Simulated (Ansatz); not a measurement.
# CH₄OSiTe: a ladder of functionals and wavefunction methods

Aim: compute CH₄OSiTe with functionals from several rungs and with coupled cluster. The yardstick is the atomisation energy at the CCSD(T) limit.

The runs use Ansatz 0.2.0, Gaussian basis; functionals in def2-TZVPP, the program's frozen cores in correlated methods.

Levels to be run: PBE-D4, r2SCAN-D4, PBE0-D4, B3LYP-D4, ωB97X-V, ωB97M-V, B2PLYP; CCSD(T)/def2-TZVPP; MP2/def2-QZVPP; extrapolation to the limit.

## Step 1: The geometry

The geometry comes from an earlier relaxation with PBE0-D4 in a triple-zeta def2 set; it is a stationary point, not always the lowest conformer. Te takes the def2 core potential; no spin-orbit term is included.

SMILES `O=C[Te][SiH3]`, 8 atoms, charge 0, spin multiplicity 1.

Atoms are counted from 1 here; the program's logs count them from 0.

Bond lengths: O1–C2 1.185 Å, C2–Te3 2.162 Å, C2–H5 1.108 Å, Te3–Si4 2.492 Å, Si4–H6 1.489 Å, Si4–H7 1.483 Å, Si4–H8 1.483 Å. Angles: O1–C2–Te3 123.4°, O1–C2–H5 124.2°, Te3–C2–H5 112.4°, C2–Te3–Si4 92.1°, Te3–Si4–H6 104.8°, Te3–Si4–H7 111.3°, Te3–Si4–H8 111.3°, H6–Si4–H7 109.9°, H6–Si4–H8 109.9°, H7–Si4–H8 109.4°.

## Step 2: PBE-D4 (GGA)

The input, in.yaml:

```yaml
crystal:
  periodic: [false, false, false]
  atoms:
    - {symbol: O, position_ang: [-1.280297, 2.788386, 0.148697]}
    - {symbol: C, position_ang: [-0.778662, 1.726282, -0.010448]}
    - {symbol: Te, position_ang: [-0.330253, 0.367466, 1.609791]}
    - {symbol: Si, position_ang: [0.609741, -1.331783, 0.048215]}
    - {symbol: H, position_ang: [-0.487315, 1.317503, -0.998164]}
    - {symbol: H, position_ang: [0.476609, -0.721760, -1.303964]}
    - {symbol: H, position_ang: [-0.155488, -2.600624, 0.107862]}
    - {symbol: H, position_ang: [2.037767, -1.602569, 0.342312]}
basis:
  gaussian: {orbitals: def2-TZVPP}
hamiltonian: {xc: pbe, dispersion: d4}
output: {forces: true, orbitals: {seedname: orbitals}}
```

Run with:

```sh
ansatz run in.yaml --threads 4 --pin off --events-out ev --progress --plain --max-ram 10444MiB
```

The runs that follow: r2SCAN-D4 (meta-GGA); PBE0-D4 (hybrid); B3LYP-D4 (hybrid); ωB97X-V (range-separated); ωB97M-V (range-separated); B2PLYP (double hybrid); CCSD(T) in def2-TZVPP; MP2 in def2-QZVPP.

Before running them: what should the planned runs give, taken together? Wanted: atomisation energy, CCSD(T)/CBS; farthest; mean size of error, hybrid; mean size of error, range-separated; gap, smallest and largest; T1 diagnostic; triples share of the correlation energy.

As calculated:

| quantity | value |
| --- | --- |
| atomisation energy, CCSD(T)/CBS | 631.0 kcal/mol |
| functionals within 6.3 kcal/mol (1.0 %) | r2SCAN-D4, PBE0-D4, B3LYP-D4, ωB97X-V, ωB97M-V |
| farthest | PBE-D4 (+15.0 kcal/mol) |
| mean size of error, hybrid | 3.5 kcal/mol |
| mean size of error, range-separated | 3.6 kcal/mol |
| gap, smallest and largest | 3.56 eV (PBE-D4), 9.85 eV (ωB97X-V) |
| T1 diagnostic | 0.0161 |
| triples share of the correlation energy | 3.6 % |

In words: PBE-D4 is off by +15.0 kcal/mol. Double hybrids carry the basis error of their MP2 part in triple zeta, and no dispersion term here, so their miss is partly the set-up's. The reference freezes the cores and leaves out spin-orbit coupling and excitations past (T), and its outer-core shells are covered unevenly, so misses under about 6.3 kcal/mol can't be ranked. All levels share the lack of spin-orbit coupling, which lowers the free heavy atoms and so the true binding. Hartree-Fock recovers 68 % of the binding; the rest is correlation. The gap grows from 3.6 to 9.8 eV across the functionals, mostly with the share of exact exchange. Correlated methods include outer-core shells of Te, which these sets cover unevenly.
